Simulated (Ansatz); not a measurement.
# Cs2TcF6: the cost of one run

Computed with Ansatz 0.2.0 (DFT PBEsol+U (U_eff = 7 eV on Tc d), plane waves, PAW, unless a step's input says otherwise).

2 further runs of the same task are left out: 2 that didn't finish.

## (1) Starting point

It takes space group P-3m1 (No. 164, trigonal). The conventional cell has a = 6.240 Å, b = 6.240 Å, c = 4.980 Å, α = 90.00°, β = 90.00°, γ = 120.00°. Cs (site symmetry 3m) is surrounded by 12 F at 3.12 to 3.26 Å. Tc (site symmetry -3m) is surrounded by 6 F at 1.94 Å. F (site symmetry m) has 1 Tc at 1.94 Å as nearest neighbours.

As a file:

```cif
data_structure
_symmetry_space_group_name_H-M 'P-3m1'
_symmetry_Int_Tables_number 164
_cell_length_a 6.2400
_cell_length_b 6.2400
_cell_length_c 4.9800
_cell_angle_alpha 90.000
_cell_angle_beta 90.000
_cell_angle_gamma 120.000
_cell_volume 167.93
loop_
_atom_site_label
_atom_site_type_symbol
_atom_site_symmetry_multiplicity
_atom_site_Wyckoff_symbol
_atom_site_fract_x
_atom_site_fract_y
_atom_site_fract_z
_atom_site_occupancy
Cs1 Cs 2 d 0.33333 0.66667 0.30250 1
Tc1 Tc 1 a 0.00000 0.00000 0.00000 1
F1 F 6 i 0.29800 0.14900 0.21550 1
```

## (2) Ferromagnetic start, free, symmetry kept, no search

Input file input.yaml:

```yaml
crystal:
  lattice:
    - [6.24000102, 0.0, 0.0]
    - [-3.12000051, 5.4039994, 0.0]
    - [0.0, 0.0, 4.9800003]
  atoms:
    - { symbol: Cs, position: [0.3333333333, 0.6666666667, 0.3025] }
    - { symbol: Cs, position: [0.6666666667, 0.3333333333, 0.6975] }
    - { symbol: Tc, position: [0.0, 0.0, 0.0], spin: 3.0 }
    - { symbol: F, position: [0.298, 0.149, 0.2155] }
    - { symbol: F, position: [0.851, 0.149, 0.2155] }
    - { symbol: F, position: [0.851, 0.702, 0.2155] }
    - { symbol: F, position: [0.149, 0.298, 0.7845] }
    - { symbol: F, position: [0.149, 0.851, 0.7845] }
    - { symbol: F, position: [0.702, 0.851, 0.7845] }
basis:
  ecutwfc: 600
  ecutrho_ratio: 5
kpoints:
  mp_grid: { grid: [4, 4, 4] }
hamiltonian:
  xc: pbesol
  hubbard: { sites: [{ site: 2, l: d, u_eff: 7.0 }] }
scf:
  occupations: { method: gaussian, width: 0.05 }
  lower_state_search: "off"
  max_iter: 150
output:
  forces: true
  stress: true
  eigenvalues: true
  populations: true
  hubbard: { sites: [{ site: 2, l: d }] }
magnetization:
  spin_polarized: true
```

Command:

```
ansatz run input.yaml --threads 4 --pin off --max-ram 6144MiB --backend cpu --events-out ev --progress --plain --runs-dir out
```

Q: Estimate wall time and peak memory on 4 threads of Arm Neoverse N1, shared host.

About 22 s, with a peak of 1 GiB.
